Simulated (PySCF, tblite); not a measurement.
# C₆H₁₁BNP: geometry, infrared bands and NMR shifts

What infrared bands and NMR shifts should C₆H₁₁BNP (`C#C[P@H+]([BH2-]C#N)CCC`) show?

The runs use tblite 0.8.0 and PySCF 2.14.0, with density-fitted response routines of our own; the level of theory stands in each step. All values are computed, except where a source is named. Atoms count from 0, in the outputs and in this text.

### 1 The molecule as given

20 atoms, charge 0, multiplicity 1; geometry from: force field or distance geometry start.

Bonds of the start (Å): C0–C1 1.22, C1–P2 1.78, P2–B3 1.92, B3–C4 1.53, C4–N5 1.14, P2–C6 1.81, C6–C7 1.50, C7–C8 1.52, C0–H9 1.07, P2–H10 1.39, B3–H11 1.19, B3–H12 1.21, C6–H13 1.10, C6–H14 1.12, C7–H15 1.10, C7–H16 1.12, C8–H17 1.11, C8–H18 1.09, C8–H19 1.11.

### 2 Optimising the geometry with GFN2-xTB

The job: settings as JSON, then the geometry in Å.

```
{"job": {"kind": "relax", "xc": "GFN2-xTB", "basis": "xTB"}, "charge": 0, "multiplicity": 1}
C     -2.305700    -2.625200     1.024900
C     -1.651200    -1.627000     0.792800
P     -0.657500    -0.178600     0.506400
B     -1.910100     1.214800     0.072100
C     -1.309300     2.565800     0.454500
N     -0.869600     3.586100     0.728900
C      0.349700    -0.536400    -0.949800
C      1.644500     0.215200    -1.005300
C      2.508400    -0.107500     0.202900
H     -2.892300    -3.494000     1.219800
H      0.069200     0.098100     1.655700
H     -2.111200     1.144000    -1.100500
H     -2.931200     0.992100     0.675500
H      0.492500    -1.627000    -0.984000
H     -0.263700    -0.229300    -1.832600
H      1.459300     1.294600    -1.045500
H      2.213600    -0.104300    -1.919300
H      2.202800     0.514800     1.064500
H      2.381900    -1.155100     0.485300
H      3.574700     0.069700    -0.049500
```

Launch:

```console
OMP_NUM_THREADS=1 python probes_run.py task.json out
```

This one command runs all jobs of the session in turn.

**Question.** This job is followed by: GFN2-xTB harmonic vibrations, gas phase; GIAO PBE0/pcSseg-1 NMR shielding, non-relativistic, gas phase. Predict these results of the whole session: strongest single infrared mode (GFN2-xTB); zero-point energy (GFN2-xTB); ¹³C shifts against TMS (PBE0/pcSseg-1); ¹H shifts against TMS (PBE0/pcSseg-1, means over atoms taken as alike); ³¹P shifts against H3PO4 (PBE0/pcSseg-1); ¹¹B shifts against BF3·OEt2 (PBE0/pcSseg-1); ¹⁵N shifts against NH3 (PBE0/pcSseg-1).

**Answer**, as computed:

| quantity | value |
| --- | --- |
| strongest single infrared mode (GFN2-xTB) | 2298 cm⁻¹, 197 km/mol |
| zero-point energy (GFN2-xTB) | 95.2 kcal/mol |
| ¹³C shifts against TMS (PBE0/pcSseg-1) | 133.2, 105.5, 77.0, 34.9, 20.9, 17.3 ppm |
| ¹H shifts against TMS (PBE0/pcSseg-1, means over atoms taken as alike) | 5.68, 2.67, 2.42, 2.39, 2.30, 1.89, 1.86, 1.82, 1.26 ppm |
| ³¹P shifts against H3PO4 (PBE0/pcSseg-1) | -76.8 ppm |
| ¹¹B shifts against BF3·OEt2 (PBE0/pcSseg-1) | -48.6 ppm |
| ¹⁵N shifts against NH3 (PBE0/pcSseg-1) | 337.0 ppm |

**Reading.** Relaxing lowered the energy by 0.555 eV in 164 steps; the close pair that moved most is P2–C6, from 1.806 to 1.842 Å. All 54 modes are real, so the xTB geometry is a minimum. The strongest single mode, at 2298 cm⁻¹, moves mainly H10. GFN2-xTB is a fitted tight-binding method: band positions and strengths are rough. Its intensities can rank the bands wrongly. At PBE0/pcSseg-1: The widest tensor belongs to N5: span 555 ppm, with a paramagnetic part of -408 ppm.
